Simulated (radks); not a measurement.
# S⁺ in [He] 2s2 2p4 3s2 3p3 4p2: an all-electron calculation

One table from this session's results is given with a row withheld; the runs are named, their logs left out.

Program: radks (a radial shooting solver on a logarithmic mesh, Libxc functionals) version 1. Level of theory: non-relativistic Kohn-Sham, exchange-only PBE, spin-polarised, spherical densities, point nucleus; open shells are filled with parallel spins first. These are calculated values, not measurements, unless marked.

## The system

```
element       : sulfur (Z = 16)
charge        : +1
electrons     : 15
configuration : [He] 2s2 2p4 3s2 3p3 4p2
```

Outer shells as boxes (Hund's rule):

S⁺
```
[He] core
2s [↑↓]
2p [↑↓][↑ ][↑ ]
3s [↑↓]
3p [↑ ][↑ ][↑ ]
4p [↑ ][↑ ][  ]
```

Set-up of the first run:

Settings of this run:

```text
Z 16
configuration [He] 2s2 2p4 3s2 3p3 4p2
relativity non-relativistic
functional pbe,
spin polarised
nucleus point
```

Among the steps run: Self-consistent calculation.

One of the session's tables, all rows but one given; the rest of the session is left out.

It belongs to the step «Radial structure». From the orbitals of this run (lengths in bohr):

```
  level      <r>  outermost maximum (interpolated)  90 % within  nodes
  1s up  0.09727                            0.0637        0.174      0
1s down  0.09708                            0.0637        0.173      0
  2s up   0.4586                             0.379        0.713      1
2s down   0.4622                             0.381        0.719      1
  2p up   0.4117                             0.312        0.677      0
2p down   0.4168                             0.315        0.687      0
  3s up    1.380                              1.22         2.04      2
3s down    1.416                              1.24         2.11      2
  3p up    1.462                              1.26         2.21      1
3p down        ?                                 ?            ?      ?
  4p up    4.187                              3.78         6.08      2
```

Q: Estimate the row for 3p down from the others.

The run gave: <r>: 1.521; outermost maximum (interpolated): 1.29; 90 % within: 2.33; nodes: 1. In the column «<r>» it lies between 3p up (1.462) and 4p up (4.187).
